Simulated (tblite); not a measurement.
# C5H12BClO: the cost of one run

The runs use tblite 0.8.0 and PySCF 2.14.0, with density-fitted response routines of our own; the level of theory stands in each step. All values are computed, except where a source is named. Atoms count from 0, in the outputs and in this text.

## Step 1: The starting structure

20 atoms, charge 0, multiplicity 1; geometry from: force field or distance geometry start.

Bonds of the start (Å): C0–C1 1.35, C1–B2 1.57, B2–O3 1.51, O3–C4 1.42, O3–C5 1.44, C5–C6 1.53, C6–Cl7 1.78, C0–H8 1.08, C0–H9 1.09, C1–H10 1.08, B2–H11 1.19, B2–H12 1.20, C4–H13 1.12, C4–H14 1.12, C4–H15 1.12, C5–H16 1.11, C5–H17 1.12, C6–H18 1.11, C6–H19 1.12.

## Step 2: Geometry optimisation with GFN2-xTB

Job settings and geometry (Å):

```
{"job": {"kind": "relax", "xc": "GFN2-xTB", "basis": "xTB"}, "charge": 0, "multiplicity": 1}
C      2.568800    -1.076900     0.177000
C      1.805200    -0.821200    -0.907900
B      0.929700     0.476500    -1.000700
O     -0.084000     0.527500     0.114800
C     -0.546200     1.859400     0.284000
C     -1.197400    -0.346500    -0.161800
C     -1.812700    -0.851400     1.140500
Cl    -3.088800    -2.038600     0.800200
H      3.163900    -1.981100     0.224800
H      2.580400    -0.387300     1.023000
H      1.801900    -1.534100    -1.723700
H      1.660900     1.412100    -0.954100
H      0.372600     0.509700    -2.059800
H     -0.993200     2.271400    -0.660600
H      0.284600     2.535500     0.599600
H     -1.302700     1.934200     1.099900
H     -1.976600     0.147900    -0.780300
H     -0.880900    -1.267300    -0.717300
H     -2.263500    -0.018600     1.727700
H     -1.027300    -1.340500     1.771700
```

Run with:

```
$ OMP_NUM_THREADS=1 python probes_run.py task.json out
```

The driver reads the jobs from task.json and runs them one after another.

Q: Estimate the wall time and peak memory of this first job on 1 thread of Arm Neoverse N1, shared host.

About 1.6 s, with a peak of 0.18 GiB.
